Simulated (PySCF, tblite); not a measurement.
**C₄H₁₄B₂SSi: geometry, infrared bands and NMR shifts**

Aim: predict the infrared bands and NMR shifts of C₄H₁₄B₂SSi (`B[Si@H](CB(C)C)SC`).

The runs use tblite 0.8.0 and PySCF 2.14.0, with density-fitted response routines of our own; the level of theory stands in each step. All values are computed, except where a source is named. Atoms are numbered from 0 throughout.

**1. Starting geometry**

22 atoms, charge 0, multiplicity 1; geometry from: force field or distance geometry start.

Bonds of the start (Å): B0–Si1 1.96, Si1–C2 1.83, C2–B3 1.59, B3–C4 1.59, B3–C5 1.60, Si1–S6 2.15, S6–C7 1.82, B0–H8 1.19, B0–H9 1.18, Si1–H10 1.48, C2–H11 1.12, C2–H12 1.09, C4–H13 1.11, C4–H14 1.10, C4–H15 1.12, C5–H16 1.12, C5–H17 1.11, C5–H18 1.12, C7–H19 1.11, C7–H20 1.12, C7–H21 1.11.

**2. Relaxing the molecule with GFN2-xTB**

What the job is given:

```
{"job": {"kind": "relax", "xc": "GFN2-xTB", "basis": "xTB"}, "charge": 0, "multiplicity": 1}
B      2.252300    -1.955600    -0.501700
Si     0.803800    -1.145300     0.540200
C     -0.714300    -0.976400    -0.469800
B     -1.493700     0.396500    -0.247100
C     -2.788900     0.610600    -1.140400
C     -1.626900     0.952300     1.245000
S      1.581600     0.736800     1.239300
C      2.883700     1.350900     0.123600
H      3.316300    -2.001600     0.026500
H      1.975200    -2.764600    -1.311600
H      0.572400    -2.000400     1.731400
H     -1.408400    -1.812600    -0.187000
H     -0.476400    -1.097600    -1.528600
H     -3.606500    -0.052100    -0.781600
H     -2.547600     0.409900    -2.196300
H     -3.091600     1.683100    -1.032500
H     -0.787300     1.658500     1.481800
H     -1.637900     0.107300     1.959700
H     -2.569800     1.544000     1.348400
H      3.832500     1.401200     0.705600
H      2.596400     2.350600    -0.294700
H      2.924700     0.623800    -0.710800
```

The run is started by

```sh
> OMP_NUM_THREADS=1 python probes_run.py task.json out
```

The driver reads the jobs from task.json and runs them one after another.

**Question.** This job is followed by: GFN2-xTB harmonic vibrations, gas phase; GIAO PBE0/pcSseg-1 NMR shielding, non-relativistic, gas phase. What will the session give for the following? strongest single infrared mode (GFN2-xTB); zero-point energy (GFN2-xTB); ¹³C shifts against TMS (PBE0/pcSseg-1, means over atoms taken as alike); ¹H shifts against TMS (PBE0/pcSseg-1, means over atoms taken as alike); ¹¹B shifts against BF3·OEt2 (PBE0/pcSseg-1); ²⁹Si shifts against TMS (PBE0/pcSseg-1); ³³S shifts against CS2 (PBE0/pcSseg-1).

As calculated:

| quantity | value |
| --- | --- |
| strongest single infrared mode (GFN2-xTB) | 1170 cm⁻¹, 298 km/mol |
| zero-point energy (GFN2-xTB) | 107.2 kcal/mol |
| ¹³C shifts against TMS (PBE0/pcSseg-1, means over atoms taken as alike) | 20.5, 17.1, 12.5 ppm |
| ¹H shifts against TMS (PBE0/pcSseg-1, means over atoms taken as alike) | 9.61, 4.72, 2.11, 1.59, 1.18, 1.03 ppm |
| ¹¹B shifts against BF3·OEt2 (PBE0/pcSseg-1) | 100.7, 84.5 ppm |
| ²⁹Si shifts against TMS (PBE0/pcSseg-1) | -28.4 ppm |
| ³³S shifts against CS2 (PBE0/pcSseg-1) | -208 ppm |

**Reading.** Relaxing lowered the energy by 1.180 eV in 188 steps; the close pair that moved most is Si1–C2, from 1.831 to 1.928 Å. No mode is imaginary among the 60: a minimum at this level. The strongest single mode, at 1170 cm⁻¹, moves mainly B3. GFN2-xTB is a fitted tight-binding method: band positions and strengths are rough. Its intensities can rank the bands wrongly. At PBE0/pcSseg-1: The largest span, 354 ppm, is at S6, where the paramagnetic term is -349 ppm.
